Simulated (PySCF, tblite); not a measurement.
# C6H14N2Si: geometry, infrared bands and NMR shifts

What infrared bands and NMR shifts should C6H14N2Si (`CCN(C)[C@H]1C=N[SiH2]C1`) show?

Computed with tblite 0.8.0 and PySCF 2.14.0, with density-fitted response routines of our own, on a single molecule in the gas phase. Atoms are numbered from 0 throughout.

## 1. Starting geometry

23 atoms, charge 0, multiplicity 1; geometry from: force field or distance geometry start.

Bonds of the start (Å): C0–C1 1.51, C1–N2 1.49, N2–C3 1.46, N2–C4 1.47, C4–C5 1.53, C5–N6 1.31, N6–Si7 1.77, Si7–C8 1.87, C8–C4 1.53, C0–H9 1.10, C0–H10 1.10, C0–H11 1.09, C1–H12 1.08, C1–H13 1.10, C3–H14 1.10, C3–H15 1.11, C3–H16 1.10, C4–H17 1.10, C5–H18 1.09, Si7–H19 1.48, Si7–H20 1.47, C8–H21 1.10, C8–H22 1.10.

## 2. Geometry optimisation with GFN2-xTB

Job settings and geometry (Å):

```
{"job": {"kind": "relax", "xc": "GFN2-xTB", "basis": "xTB"}, "charge": 0, "multiplicity": 1}
C     -2.660200     0.550900    -0.994400
C     -1.257500     0.664200    -0.444700
N     -0.681400    -0.663600    -0.098200
C     -1.291200    -1.198500     1.111100
C      0.782500    -0.684200     0.003700
C      1.418100    -0.385300    -1.359800
N      2.541700     0.274900    -1.456200
Si     3.071400     0.713300     0.171500
C      1.444000     0.280500     0.991500
H     -3.011500     1.535700    -1.333000
H     -3.385500     0.205300    -0.242200
H     -2.709300    -0.133200    -1.846500
H     -0.654500     1.148000    -1.199800
H     -1.250700     1.329000     0.430300
H     -2.372400    -1.340500     1.005700
H     -0.882000    -2.196200     1.354600
H     -1.118500    -0.558300     1.992400
H      1.092800    -1.720000     0.218500
H      0.942600    -0.791300    -2.256200
H      3.395300     2.152700     0.256800
H      4.148000    -0.198400     0.595000
H      0.866500     1.209700     1.121300
H      1.567000    -0.167600     1.988800
```

The run is started by

```
> OMP_NUM_THREADS=1 python probes_run.py task.json out
```

The driver reads the jobs from task.json and runs them one after another.

Standard output:

```text
step      E/eV     max force
  0    -749.52241    2.914
  1    -749.62563    2.368
  2    -749.66988    0.394
  3    -749.68518    0.341
  4    -749.70876    0.255
  5    -749.71553    0.212
  6    -749.72318    0.146
  7    -749.72651    0.156
  8    -749.72968    0.124
  9    -749.73136    0.090
 10    -749.73274    0.076
 11    -749.73415    0.117
 12    -749.73585    0.133
 13    -749.73739    0.097
 14    -749.73856    0.105
 15    -749.73947    0.105
 16    -749.74036    0.104
 17    -749.74115    0.076
 18    -749.74179    0.054
 19    -749.74238    0.071
 20    -749.74310    0.095
 21    -749.74398    0.097
 22    -749.74488    0.068
 23    -749.74567    0.057
 24    -749.74634    0.062
 25    -749.74696    0.065
 26    -749.74750    0.049
 27    -749.74795    0.049
 28    -749.74838    0.042
 29    -749.74884    0.057
 30    -749.74934    0.061
 31    -749.74982    0.049
 32    -749.75025    0.049
 33    -749.75068    0.049
 34    -749.75119    0.050
 35    -749.75178    0.065
 36    -749.75243    0.070
 37    -749.75310    0.065
 38    -749.75373    0.062
 39    -749.75431    0.053
 40    -749.75484    0.054
 41    -749.75530    0.047
 42    -749.75567    0.043
 43    -749.75599    0.042
 44    -749.75627    0.038
 45    -749.75650    0.028
 46    -749.75667    0.028
 47    -749.75680    0.029
 48    -749.75695    0.033
 49    -749.75713    0.037
 50    -749.75732    0.033
 51    -749.75751    0.029
 52    -749.75770    0.032
 53    -749.75793    0.052
 54    -749.75822    0.061
 55    -749.75851    0.046
 56    -749.75871    0.030
 57    -749.75887    0.034
 58    -749.75904    0.034
 59    -749.75926    0.035
 60    -749.75949    0.029
 61    -749.75968    0.027
 62    -749.75984    0.029
 63    -749.76001    0.034
 64    -749.76021    0.036
 65    -749.76043    0.028
 66    -749.76064    0.033
 67    -749.76087    0.035
 68    -749.76112    0.041
 69    -749.76138    0.043
 70    -749.76160    0.029
 71    -749.76177    0.028
 72    -749.76190    0.025
 73    -749.76202    0.027
 74    -749.76212    0.026
 75    -749.76223    0.023
 76    -749.76235    0.028
 77    -749.76252    0.030
 78    -749.76269    0.027
 79    -749.76285    0.021
 80    -749.76298    0.023
 81    -749.76312    0.025
 82    -749.76329    0.029
 83    -749.76346    0.025
 84    -749.76359    0.023
 85    -749.76368    0.022
 86    -749.76377    0.021
 87    -749.76386    0.018
 88    -749.76392    0.016
 89    -749.76397    0.011
 90    -749.76401    0.014
 91    -749.76405    0.013
 92    -749.76408    0.010
 93    -749.76410    0.011
 94    -749.76411    0.010
```

Wall time 0.92 s (1 thread of Arm Neoverse V1, shared host).

The steps of the relaxation: (not every step is listed)

```tsv
step	energy from step 0 (eV)	largest force (eV/Å)
0	0.0000	2.9140
1	-0.1032	2.3675
2	-0.1475	0.3935
3	-0.1628	0.3408
4	-0.1863	0.2553
5	-0.1931	0.2122
6	-0.2008	0.1457
7	-0.2041	0.1559
8	-0.2073	0.1237
16	-0.2179	0.1043
24	-0.2239	0.0622
32	-0.2278	0.0492
40	-0.2324	0.0544
48	-0.2345	0.0326
56	-0.2363	0.0298
64	-0.2378	0.0364
72	-0.2395	0.0247
80	-0.2406	0.0231
88	-0.2415	0.0164
89	-0.2416	0.0114
90	-0.2416	0.0136
91	-0.2416	0.0128
92	-0.2417	0.0102
93	-0.2417	0.0111
94	-0.2417	0.0100
```

Close pairs (by a distance rule), those that changed most:

```tsv
bond	before (Å)	after (Å)	change (Å)
C5–N6	1.307	1.259	-0.048
Si7–C8	1.873	1.909	+0.036
C1–N2	1.488	1.455	-0.034
C4–C5	1.534	1.510	-0.023
N2–C4	1.468	1.447	-0.020
Si7–H19	1.478	1.458	-0.020
N6–Si7	1.767	1.750	-0.016
C3–H15	1.106	1.089	-0.016
```

The end geometry stands in the next job.

## 3. Infrared spectrum with GFN2-xTB

Job settings and geometry (Å):

```
{"job": {"kind": "ir", "xc": "GFN2-xTB", "basis": "xTB"}, "charge": 0, "multiplicity": 1}
C     -2.524179     0.557085    -1.138221
C     -1.221770     0.683008    -0.352738
N     -0.709767    -0.626692     0.019948
C     -1.326597    -1.152858     1.217121
C      0.734692    -0.717394     0.033799
C      1.300889    -0.399675    -1.329971
N      2.362996     0.261564    -1.466847
Si     3.004636     0.787656     0.074508
C      1.496939     0.152923     1.058784
H     -2.832718     1.534016    -1.501843
H     -3.320461     0.154378    -0.517955
H     -2.380497    -0.106077    -1.986814
H     -0.475144     1.170726    -0.985362
H     -1.389657     1.324270     0.529113
H     -2.405077    -1.194571     1.076043
H     -0.964099    -2.165380     1.390792
H     -1.117568    -0.546324     2.111951
H      0.977492    -1.775539     0.210852
H      0.775924    -0.781648    -2.200031
H      3.165043     2.236940     0.061357
H      4.237057     0.069251     0.381334
H      0.862347     0.980224     1.374577
H      1.744766    -0.418899     1.949681
```

Standard output:

```text
mode    cm-1     km/mol
  1      51.0      0.15
  2      62.6      0.33
  3      91.9      0.51
  4     164.9      0.99
  5     191.1      0.12
  6     202.3      1.01
  7     226.6      0.36
  8     314.0      4.08
  9     338.2      2.96
 10     353.0      4.57
 11     434.1      3.11
 12     462.5     25.23
 13     485.5     16.40
 14     521.2     20.90
 15     588.5     63.44
 16     622.4    104.17
 17     657.0     16.71
 18     759.3     43.81
 19     774.0    126.73
 20     784.1     76.13
 21     796.1    160.13
 22     827.1     16.01
 23     847.9    130.33
 24     878.4     14.06
 25     928.4     17.45
 26    1016.4      4.65
 27    1052.6     50.66
 28    1069.2     28.99
 29    1079.3      5.57
 30    1086.7      5.36
 31    1114.1      3.04
 32    1123.3     24.70
 33    1169.6      9.46
 34    1205.5      9.40
 35    1236.0     22.47
 36    1244.5      4.34
 37    1261.6     35.41
 38    1300.3      5.90
 39    1311.6     13.85
 40    1354.9     15.27
 41    1404.3      7.33
 42    1419.1      0.81
 43    1473.0      0.26
 44    1486.1      4.34
 45    1487.3      0.74
 46    1494.3      2.30
 47    1497.3      4.00
 48    1502.5      4.84
 49    1693.2    174.38
 50    2295.2    434.24
 51    2308.4    214.06
 52    2823.0     60.89
 53    2852.0     90.64
 54    2870.1     38.28
 55    2963.5     33.40
 56    2996.4     40.21
 57    3001.4     49.11
 58    3010.1     35.68
 59    3018.4     33.53
 60    3020.8     30.13
 61    3038.5     41.63
 62    3043.8     45.93
 63    3050.2     24.98
```

It took 1.1 s on 1 thread of Arm Neoverse V1, shared host.

Which atoms move in the most intense modes:

```tsv
cm⁻¹	km/mol	atoms
622	104.2	H19 40 %, H20 39 %
774	126.7	C8 34 %, Si7 20 %, H21 15 %
796	160.1	H19 13 %, Si7 13 %, H20 12 %, N6 11 %
848	130.3	N6 26 %, C8 12 %, C5 12 %, Si7 11 %
1693	174.4	C5 55 %, N6 43 %
2295	434.2	H20 80 %, H19 16 %
2308	214.1	H19 81 %, H20 17 %
2852	90.6	H16 92 %
```

## 4. Shielding tensors: PBE0/pcSseg-1

Same as in step 3 but for these lines:

```diff
@@ -1,2 +1,2 @@
-{"job": {"kind": "ir", "xc": "GFN2-xTB", "basis": "xTB"}, "charge": 0, "multiplicity": 1}
+{"job": {"kind": "nmr", "xc": "PBE0", "basis": "pcSseg-1"}, "charge": 0, "multiplicity": 1}
 C     -2.524179     0.557085    -1.138221
```

Level: GIAO PBE0/pcSseg-1 NMR shielding, non-relativistic, gas phase.

Standard output:

```text
coarse grid: 18944 points
cycle   1  E = -635.3256040587  dE =  1.075e+00  |g| = 5.501e-01  |ddm| = 4.250e+00
cycle   2  E = -635.2595008518  dE =  6.610e-02  |g| = 7.834e-01  |ddm| = 1.279e+00
cycle   3  E = -635.3967392265  dE = -1.372e-01  |g| = 1.466e-01  |ddm| = 8.130e-01
cycle   4  E = -635.4011957316  dE = -4.457e-03  |g| = 4.669e-02  |ddm| = 1.633e-01
cycle   5  E = -635.4017009038  dE = -5.052e-04  |g| = 1.050e-02  |ddm| = 5.866e-02
cycle   6  E = -635.4017215231  dE = -2.062e-05  |g| = 4.115e-03  |ddm| = 1.372e-02
cycle   7  E = -635.4017250117  dE = -3.489e-06  |g| = 6.213e-04  |ddm| = 3.695e-03
final grid: 176368 points
cycle   8  E = -635.4533269548  dE = -6.280e-05  |g| = 9.641e-03  |ddm| = 4.215e-02
cycle   9  E = -635.4533193510  dE =  7.604e-06  |g| = 1.110e-02  |ddm| = 2.046e-02
cycle  10  E = -635.4533510035  dE = -3.165e-05  |g| = 7.755e-04  |ddm| = 1.138e-02
cycle  11  E = -635.4533511113  dE = -1.078e-07  |g| = 3.374e-04  |ddm| = 9.244e-04
cycle  12  E = -635.4533511329  dE = -2.154e-08  |g| = 9.794e-05  |ddm| = 3.099e-04
cycle  13  E = -635.4533511346  dE = -1.687e-09  |g| = 5.009e-05  |ddm| = 1.300e-04
cycle  14  E = -635.4533511351  dE = -5.336e-10  |g| = 8.886e-06  |ddm| = 4.908e-05
converged SCF energy = -635.4533511351

GIAO shielding tensors (ppm)
atom      isotropic    diamagn.    paramagn.     s11        s22        s33       span
  0 C      170.053     246.137     -76.084    149.194    172.981    187.984     38.790
  1 C      138.841     249.859    -111.018    118.143    128.079    170.300     52.157
  2 N      212.655     326.963    -114.309    181.773    200.346    255.844     74.071
  3 C      145.093     248.150    -103.057    115.559    136.044    183.677     68.118
  4 C      106.176     251.156    -144.980     80.004    105.707    132.817     52.812
  5 C       -8.996     255.045    -264.042   -106.589    -12.480     92.079    198.667
  6 N     -121.864     328.145    -450.009   -482.028   -153.773    270.209    752.237
  7 Si     349.194     882.087    -532.893    254.024    376.957    416.600    162.576
  8 C      183.096     255.813     -72.717    169.933    178.663    200.693     30.760
  9 H       30.750      28.633       2.117     26.172     27.753     38.326     12.155
 10 H       30.289      30.096       0.193     25.451     29.566     35.851     10.400
 11 H       30.622      30.394       0.228     26.314     28.982     36.569     10.255
 12 H       29.589      34.534      -4.945     23.687     32.186     32.894      9.206
 13 H       29.702      33.568      -3.866     24.588     30.662     33.855      9.268
 14 H       28.894      31.664      -2.770     23.616     27.803     35.264     11.648
 15 H       29.348      31.579      -2.231     25.422     26.492     36.130     10.708
 16 H       29.540      31.978      -2.438     24.929     28.525     35.167     10.238
 17 H       27.892      34.374      -6.482     23.539     28.378     31.757      8.218
 18 H       23.086      32.242      -9.155     20.797     21.828     26.633      5.836
 19 H       26.455      29.510      -3.055     23.418     24.351     31.596      8.177
 20 H       26.611      29.138      -2.527     23.335     24.583     31.915      8.580
 21 H       31.126      34.232      -3.106     24.964     31.951     36.464     11.500
 22 H       30.929      32.322      -1.392     25.430     29.197     38.162     12.732
```

Wall time 71 s (1 thread of Arm Neoverse V1, shared host); peak memory 1.1 GiB.

Shifts follow as δ = σ(reference) − σ, with reference shieldings (ppm) from runs at the same level and on the same kind of geometry: ¹H TMS 31.72, ¹³C TMS 186.9, ²⁹Si TMS 349.2, ¹⁵N NH3 267.7. The references are single molecules in the gas phase, so shifts against H2O, NH3, PH3, H3PO4 or CFCl3 are not on the usual liquid scales and can be off by tens of ppm. Atoms listed in one row are averaged.

```tsv
atoms	environment	σ (ppm)	δ (ppm)	δ scaled to CDCl3
C5	C=N carbon	-9.0	195.9	189.3
C4	sp3 CH bonded to N	106.2	80.7	76.9
C1	sp3 CH2 bonded to N	138.8	48.1	45.0
C3	methyl carbon bonded to N	145.1	41.8	38.9
C0	methyl carbon	170.1	16.9	14.6
C8	sp3 CH2 bonded to Si	183.1	3.8	1.8
H18	hydrogen on a C=N carbon	23.09	8.63	8.24
H19	hydrogen on a silicon bonded to C, N, in a 5-membered ring	26.45	5.26	–
H20	hydrogen on a silicon bonded to C, N, in a 5-membered ring	26.61	5.11	–
H17	hydrogen on an sp3 CH bonded to N	27.89	3.83	3.71
H14, H15, H16	hydrogen on a methyl carbon bonded to N	29.26	2.46	2.42
H12	hydrogen on an sp3 CH2 bonded to N	29.59	2.13	2.11
H13	hydrogen on an sp3 CH2 bonded to N	29.70	2.02	2.01
H9, H10, H11	hydrogen on a methyl carbon	30.55	1.16	1.20
H22	hydrogen on an sp3 CH2 bonded to Si	30.93	0.79	0.85
H21	hydrogen on an sp3 CH2 bonded to Si	31.13	0.59	0.66
N6	imine nitrogen	-121.9	389.6	–
N2	amine nitrogen	212.7	55.1	–
Si7	silicon bonded to C, N, 2 H, in a 5-membered ring	349.2	0.0	–
```

The scaled column applies a straight-line fit of computed shieldings to shifts measured in CDCl3 (root-mean-square error 0.16 ppm for H, 1.9 ppm for C).

Charges from the same density, by scheme (e):

```tsv
atoms	Mulliken	IAO	Hirshfeld	ESP fit
C0	-0.24	-0.42	-0.12	-0.43
C1	-0.10	-0.15	-0.02	0.29
N2	-0.60	-0.25	-0.09	-0.54
C3	-0.07	-0.30	-0.07	-0.24
C4	-0.08	-0.05	0.01	0.22
C5	0.13	0.05	0.06	0.21
N6	-0.51	-0.55	-0.27	-0.59
Si7	0.74	0.88	0.38	0.60
C8	-0.50	-0.59	-0.18	-0.48
```

Mayer bond orders: C0–C1 1.07, C1–N2 0.94, N2–C3 0.98, N2–C4 0.98, C4–C5 0.98, C5–N6 1.92, N6–Si7 0.97, Si7–C8 0.90, C8–C4 0.98.

Ring of atoms C4, C5, N6, Si7, C8: NICS(0) -2.1, NICS(1) -4.3, NICS(1)zz -4.7 ppm (means of both faces).

Orbitals, density, ELF and potential are computed afterwards from the orbital file.

Frontier orbitals at PBE0/pcSseg-1, with the share of their density that lies nearest to each atom:

```tsv
orbital	energy (eV)	lies on
HOMO	-6.23	N2 57 %; C8 7 %; H13, H16 about 6 % each
LUMO	-0.39	C5 35 %; N6 32 %; H18 9 %
```

ELF in a plane through or near 8 of the atoms.

Ten even steps from ' ' (0.00) to '@' (1.00):
```
                                                        
                                                        
                                                        
                              ....                      
                ..++**..    ++##++..                    
                %%@@@@%%    %%@@@@==++##::              
                %%@@@@@@..  ##@@@@**%%@@==              
        --::    ==%%@@##--  ..==++==%%##                
      ==@@@@++--####==::++..::--..      ..::            
      ##@@@@%%::**@@======  --++==::  --@@@@++          
      ++%%@@--**++--**::    ::==::++++%%@@@@%%..        
      ..==**..****..::      ##**++%%****@@@@++          
          ::==--::--..    ++@@@@**##++++**::            
          ..----........  ++@@@@::..%%@@@@**            
                          ..%%%%    %%@@@@##            
                                    ==%%**::            
                                      ..                
                                                        
                                                        
                                                        
```
The map spans 13.7 Å across and 10.0 Å up, centred on the molecule. Atoms in the plane (x, y in Å): C1 (1.2, -0.6), Si7 (-3.0, -0.5), C8 (-1.6, 0.7), H9 (2.9, -1.9), H10 (3.3, -0.3), H12 (0.5, -1.4), H16 (0.9, 2.1), H22 (-1.9, 1.8).

On the surface of density 0.002 e/bohr³ the electrostatic potential runs, from the 1st to the 99th percentile, from -1.78 V near N6 to 1.07 V near Si7.

## 5. Summary of results

| quantity | value |
| --- | --- |
| strongest single infrared mode (GFN2-xTB) | 2295 cm⁻¹, 434 km/mol |
| zero-point energy (GFN2-xTB) | 119.7 kcal/mol |
| ¹³C shifts against TMS (PBE0/pcSseg-1) | 195.9, 80.7, 48.1, 41.8, 16.9, 3.8 ppm |
| ¹H shifts against TMS (PBE0/pcSseg-1, means over atoms taken as alike) | 8.63, 5.26, 5.11, 3.83, 2.46, 2.13, 2.02, 1.16, 0.79, 0.59 ppm |
| ¹⁵N shifts against NH3 (PBE0/pcSseg-1) | 389.6, 55.1 ppm |
| ²⁹Si shifts against TMS (PBE0/pcSseg-1) | 0.0 ppm |
| surface potential, 1st and 99th percentile | -1.78 V and 1.07 V |

Relaxing lowered the energy by 0.242 eV in 94 steps; the close pair that moved most is C5–N6, from 1.307 to 1.259 Å. All 63 modes are real, so the xTB geometry is a minimum. The strongest single mode, at 2295 cm⁻¹, moves mainly H20. Unscaled tight-binding wavenumbers are off by several per cent, some by more. Its intensities can rank the bands wrongly. At PBE0/pcSseg-1: The largest span, 752 ppm, is at N6, where the paramagnetic term is -450 ppm. At PBE0/pcSseg-1, counted by nearest atom on the grid, the HOMO lies on N2 57 %; C8 7 %, the LUMO on C5 35 %; N6 32 %.
